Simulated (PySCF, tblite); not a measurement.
# C₈H₉PS: geometry, infrared bands and NMR shifts

Aim: predict the infrared bands and NMR shifts of C₈H₉PS (`S=[PH]1Cc2ccccc2C1`).

Computed with tblite 0.8.0 and PySCF 2.14.0, with density-fitted response routines of our own, on a single molecule in the gas phase. Atoms count from 0, in the outputs and in this text.

## Step 1: Starting geometry

19 atoms, charge 0, multiplicity 1; geometry from: force field or distance geometry start.

Bonds of the start (Å): S0–P1 1.93, P1–C2 1.85, C2–C3 1.50, C3–C4 1.39, C4–C5 1.39, C5–C6 1.40, C6–C7 1.39, C7–C8 1.39, C8–C9 1.51, C9–P1 1.84, C8–C3 1.40, P1–H10 1.42, C2–H11 1.09, C2–H12 1.09, C4–H13 1.09, C5–H14 1.08, C6–H15 1.08, C7–H16 1.08, C9–H17 1.10, C9–H18 1.10.

## Step 2: Geometry optimisation with GFN2-xTB

What the job is given:

```
{"job": {"kind": "relax", "xc": "GFN2-xTB", "basis": "xTB"}, "charge": 0, "multiplicity": 1}
S     -4.091200     0.554600    -0.366500
P     -2.397700     0.299200     0.527000
C     -1.409200    -1.174600    -0.002900
C      0.010800    -0.701400    -0.084200
C      1.101400    -1.560800    -0.210400
C      2.378500    -1.011300    -0.296800
C      2.567900     0.379100    -0.241300
C      1.478100     1.235400    -0.099800
C      0.201100     0.681300    -0.017700
C     -1.069500     1.494200     0.106900
H     -2.598700     0.262800     1.931400
H     -1.552700    -1.977400     0.725900
H     -1.754900    -1.499100    -0.985700
H      0.972800    -2.636700    -0.276400
H      3.242600    -1.655200    -0.403300
H      3.568100     0.790700    -0.293000
H      1.624100     2.309500    -0.068900
H     -1.290500     1.972100    -0.853900
H     -0.990900     2.246900     0.902100
```

The run is started by

```bash
$ OMP_NUM_THREADS=1 python probes_run.py task.json out
```

This one command runs all jobs of the session in turn.

**Question.** This job is followed by: GFN2-xTB harmonic vibrations, gas phase; GIAO PBE0/pcSseg-1 NMR shielding, non-relativistic, gas phase. What will the session give for the following? strongest single infrared mode (GFN2-xTB); zero-point energy (GFN2-xTB); 13C shifts against TMS (PBE0/pcSseg-1, means over atoms taken as alike); 1H shifts against TMS (PBE0/pcSseg-1, means over atoms taken as alike); 33S shifts against CS2 (PBE0/pcSseg-1); 31P shifts against H3PO4 (PBE0/pcSseg-1).

As calculated:

```
                                                               quantity                             value
                              strongest single infrared mode (GFN2-xTB)             2192 cm⁻¹, 201 km/mol
                                           zero-point energy (GFN2-xTB)                     89.7 kcal/mol
13C shifts against TMS (PBE0/pcSseg-1, means over atoms taken as alike)     140.9, 133.6, 132.5, 44.1 ppm
 1H shifts against TMS (PBE0/pcSseg-1, means over atoms taken as alike)  7.52, 7.51, 7.18, 3.32, 3.23 ppm
                                 33S shifts against CS2 (PBE0/pcSseg-1)                          -259 ppm
                               31P shifts against H3PO4 (PBE0/pcSseg-1)                          16.0 ppm
```

What this shows: Over 60 steps the energy fell by 0.167 eV; of the close pairs, C5–C6 changed most, 1.404 to 1.384 Å. All 51 modes are real, so the xTB geometry is a minimum. The strongest single mode, at 2192 cm⁻¹, moves mainly H10. GFN2-xTB is a fitted tight-binding method: band positions and strengths are rough. Its intensities can rank the bands wrongly. At PBE0/pcSseg-1: Shielding is most anisotropic at P1 (span 346 ppm, paramagnetic term -659 ppm). NICS(1)zz of -27 ppm above the planar ring from C3 marks a diatropic (aromatic) ring current.
